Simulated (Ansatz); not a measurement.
# H3Zr: the cost of one run

Method: def2-QZVPP, core rule «outside noble gas», up to 4 orbitals frozen; program: Ansatz 0.2.0, Gaussian basis.

Plan: UHF; ROHF; CCSD(T) on UHF.

2 further runs of the same task are left out: 2 set aside as unsound or not needed. Runs told in other sessions of the task aren't counted.

## (1) What is computed

The geometry is a PBE0/def2-TZVP stationary point (not a proven minimum) of the parent state, kept for this charge and spin. No spin-orbit coupling is included. Elements past krypton take def2 core potentials.

4 atoms, charge 1, spin multiplicity 3.

Atoms are counted from 1 here; the program's logs count them from 0.

Bond lengths: Zr1–H2 1.860 Å, Zr1–H3 1.860 Å, Zr1–H4 1.860 Å. Angles: H2–Zr1–H3 120.0°, H2–Zr1–H4 120.0°, H3–Zr1–H4 120.0°.

Geometry (Å):

```xyz
4
charge 1, multiplicity 3
Zr    0.00000    0.00000    0.00000
H     1.85986    0.01801    0.00770
H    -0.94552    1.60170   -0.00490
H    -0.91434   -1.61971   -0.00280
```

## (2) UHF

Input file in.yaml:

```yaml
crystal:
  periodic: [false, false, false]
  atoms:
    - {symbol: Zr, position_ang: [0.000000, 0.000000, 0.000000]}
    - {symbol: H, position_ang: [1.859864, 0.018007, 0.007700]}
    - {symbol: H, position_ang: [-0.945522, 1.601699, -0.004900]}
    - {symbol: H, position_ang: [-0.914341, -1.619706, -0.002800]}
basis:
  gaussian: {orbitals: "def2-QZVPP.json"}
total_charge: 1
magnetization: {spin_polarized: true, initial_magnetization: 2}
hamiltonian: {xc: hf}
output: {orbitals: {seedname: orbitals}}
```

On the command line:

```sh
> ansatz run in.yaml --threads 1 --pin off --events-out ev --progress --plain --max-ram 4096MiB --backend cpu
```

Q: Estimate wall time and peak memory on 1 thread of AMD EPYC 7R13, shared host.

About 16 s, with a peak of 0.31 GiB.
